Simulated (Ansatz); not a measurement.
# BN with a defect (S on an N site): a single-point run

The task is a single point on BN with a defect (S on an N site) that gives the gradients at the nuclei.

Program: Ansatz 0.2.0. Level of theory: DFT, PBE, plane-wave PAW, default files, scalar-relativistic. These are calculated values, not measurements.

**1. The system as given**

The structure is cubic, space group F-43m (No. 216). Conventional cell: a = 10.845 Å, b = 10.845 Å, c = 10.845 Å, α = 90.00°, β = 90.00°, γ = 90.00°. B (site symmetry 3m) has 1 S at 1.57 Å and 3 N at 1.57 Å as nearest neighbours. B (site symmetry 2mm) has 4 N at 1.57 Å as nearest neighbours. B (site symmetry m) is surrounded by 4 N at 1.57 Å. Around B (site symmetry -43m) lie 4 N at 1.57 Å. Around B (site symmetry 3m) lie 4 N at 1.57 Å. Around S (site symmetry -43m) lie 4 B at 1.57 Å. Around N (site symmetry m) lie 4 B at 1.57 Å. N (site symmetry 3m) is surrounded by 4 B at 1.57 Å. Only part of the 10 independent sites is listed.

As a file:

```
B S N
1.0
     0.00000    5.42250    5.42250
     5.42250    0.00000    5.42250
     5.42250    5.42250    0.00000
B S N
27 1 26
Direct
  0.00000 0.00000 0.00000
  0.00000 0.00000 0.33333
  0.00000 0.00000 0.66667
  0.00000 0.33333 0.00000
  0.00000 0.33333 0.33333
  0.00000 0.33333 0.66667
  0.00000 0.66667 0.00000
  0.00000 0.66667 0.33333
  0.00000 0.66667 0.66667
  0.33333 0.00000 0.00000
  0.33333 0.00000 0.33333
  0.33333 0.00000 0.66667
  0.33333 0.33333 0.00000
  0.33333 0.33333 0.33333
  0.33333 0.33333 0.66667
  0.33333 0.66667 0.00000
  0.33333 0.66667 0.33333
  0.33333 0.66667 0.66667
  0.66667 0.00000 0.00000
  0.66667 0.00000 0.33333
  0.66667 0.00000 0.66667
  0.66667 0.33333 0.00000
  0.66667 0.33333 0.33333
  0.66667 0.33333 0.66667
  0.66667 0.66667 0.00000
  0.66667 0.66667 0.33333
  0.66667 0.66667 0.66667
  0.08333 0.08333 0.08333
  0.08333 0.08333 0.41667
  0.08333 0.08333 0.75000
  0.08333 0.41667 0.08333
  0.08333 0.41667 0.41667
  0.08333 0.41667 0.75000
  0.08333 0.75000 0.08333
  0.08333 0.75000 0.41667
  0.08333 0.75000 0.75000
  0.41667 0.08333 0.08333
  0.41667 0.08333 0.41667
  0.41667 0.08333 0.75000
  0.41667 0.41667 0.08333
  0.41667 0.41667 0.41667
  0.41667 0.41667 0.75000
  0.41667 0.75000 0.08333
  0.41667 0.75000 0.41667
  0.41667 0.75000 0.75000
  0.75000 0.08333 0.08333
  0.75000 0.08333 0.41667
  0.75000 0.08333 0.75000
  0.75000 0.41667 0.08333
  0.75000 0.41667 0.41667
  0.75000 0.41667 0.75000
  0.75000 0.75000 0.08333
  0.75000 0.75000 0.41667
  0.75000 0.75000 0.75000
```

**2. The calculation**

input.yaml reads:

```yaml
crystal:
  lattice:
    - [0.0, 5.4225, 5.4225]
    - [5.4225, 0.0, 5.4225]
    - [5.4225, 5.4225, 0.0]
  atoms:
    - { symbol: B, position: [0.0, 0.0, 0.0] }
    - { symbol: B, position: [0.0, 0.0, 0.3333333333] }
    - { symbol: B, position: [0.0, 0.0, 0.6666666667] }
    - { symbol: B, position: [0.0, 0.3333333333, 0.0] }
    - { symbol: B, position: [0.0, 0.3333333333, 0.3333333333] }
    - { symbol: B, position: [0.0, 0.3333333333, 0.6666666667] }
    - { symbol: B, position: [0.0, 0.6666666667, 0.0] }
    - { symbol: B, position: [0.0, 0.6666666667, 0.3333333333] }
    - { symbol: B, position: [0.0, 0.6666666667, 0.6666666667] }
    - { symbol: B, position: [0.3333333333, 0.0, 0.0] }
    - { symbol: B, position: [0.3333333333, 0.0, 0.3333333333] }
    - { symbol: B, position: [0.3333333333, 0.0, 0.6666666667] }
    - { symbol: B, position: [0.3333333333, 0.3333333333, 0.0] }
    - { symbol: B, position: [0.3333333333, 0.3333333333, 0.3333333333] }
    - { symbol: B, position: [0.3333333333, 0.3333333333, 0.6666666667] }
    - { symbol: B, position: [0.3333333333, 0.6666666667, 0.0] }
    - { symbol: B, position: [0.3333333333, 0.6666666667, 0.3333333333] }
    - { symbol: B, position: [0.3333333333, 0.6666666667, 0.6666666667] }
    - { symbol: B, position: [0.6666666667, 0.0, 0.0] }
    - { symbol: B, position: [0.6666666667, 0.0, 0.3333333333] }
    - { symbol: B, position: [0.6666666667, 0.0, 0.6666666667] }
    - { symbol: B, position: [0.6666666667, 0.3333333333, 0.0] }
    - { symbol: B, position: [0.6666666667, 0.3333333333, 0.3333333333] }
    - { symbol: B, position: [0.6666666667, 0.3333333333, 0.6666666667] }
    - { symbol: B, position: [0.6666666667, 0.6666666667, 0.0] }
    - { symbol: B, position: [0.6666666667, 0.6666666667, 0.3333333333] }
    - { symbol: B, position: [0.6666666667, 0.6666666667, 0.6666666667] }
    - { symbol: S, position: [0.0833333333, 0.0833333333, 0.0833333333], spin: 1.0 }
    - { symbol: "N", position: [0.0833333333, 0.0833333333, 0.4166666667] }
    - { symbol: "N", position: [0.0833333333, 0.0833333333, 0.75] }
    - { symbol: "N", position: [0.0833333333, 0.4166666667, 0.0833333333] }
    - { symbol: "N", position: [0.0833333333, 0.4166666667, 0.4166666667] }
    - { symbol: "N", position: [0.0833333333, 0.4166666667, 0.75] }
    - { symbol: "N", position: [0.0833333333, 0.75, 0.0833333333] }
    - { symbol: "N", position: [0.0833333333, 0.75, 0.4166666667] }
    - { symbol: "N", position: [0.0833333333, 0.75, 0.75] }
    - { symbol: "N", position: [0.4166666667, 0.0833333333, 0.0833333333] }
    - { symbol: "N", position: [0.4166666667, 0.0833333333, 0.4166666667] }
    - { symbol: "N", position: [0.4166666667, 0.0833333333, 0.75] }
    - { symbol: "N", position: [0.4166666667, 0.4166666667, 0.0833333333] }
    - { symbol: "N", position: [0.4166666667, 0.4166666667, 0.4166666667] }
    - { symbol: "N", position: [0.4166666667, 0.4166666667, 0.75] }
    - { symbol: "N", position: [0.4166666667, 0.75, 0.0833333333] }
    - { symbol: "N", position: [0.4166666667, 0.75, 0.4166666667] }
    - { symbol: "N", position: [0.4166666667, 0.75, 0.75] }
    - { symbol: "N", position: [0.75, 0.0833333333, 0.0833333333] }
    - { symbol: "N", position: [0.75, 0.0833333333, 0.4166666667] }
    - { symbol: "N", position: [0.75, 0.0833333333, 0.75] }
    - { symbol: "N", position: [0.75, 0.4166666667, 0.0833333333] }
    - { symbol: "N", position: [0.75, 0.4166666667, 0.4166666667] }
    - { symbol: "N", position: [0.75, 0.4166666667, 0.75] }
    - { symbol: "N", position: [0.75, 0.75, 0.0833333333] }
    - { symbol: "N", position: [0.75, 0.75, 0.4166666667] }
    - { symbol: "N", position: [0.75, 0.75, 0.75] }
magnetization:
  spin_polarized: true
kpoints:
  mp_grid: { grid: [3, 3, 3] }
scf:
  occupations: { method: gaussian, width: 2.0 }
  max_iter: 75
hamiltonian:
  xc: pbe
  pseudopotentials: { kind: paw }
output:
  forces: true
  stress: true
  populations: true
  efg:
    quadrupole_moments_barn: { B: 0.04059, S: -0.0694, "N": 0.02044 }
    contact_densities: true
```

The run is started by

```console
$ ansatz run input.yaml --threads 1 --pin off --max-ram 3072MiB --backend cpu --events-out ev --progress --plain --runs-dir out
```

Q: Will this input give a usable result? If not, why, and what should change?

This run ends as converged, with warnings (seeded moment not kept). It gives a pressure of 18 GPa and a largest force of 10.8 eV/Å, which is large; a structure far from rest gives such values too, whatever the setting.

In the input, scf.occupations.method is gaussian; scf.occupations.width is 2.0. A smearing of this width stands for electrons at many thousands of kelvin; it empties bonding states and fills antibonding ones.

To check: set scf.occupations.method to fermi_dirac and scf.occupations.width to 0.01.
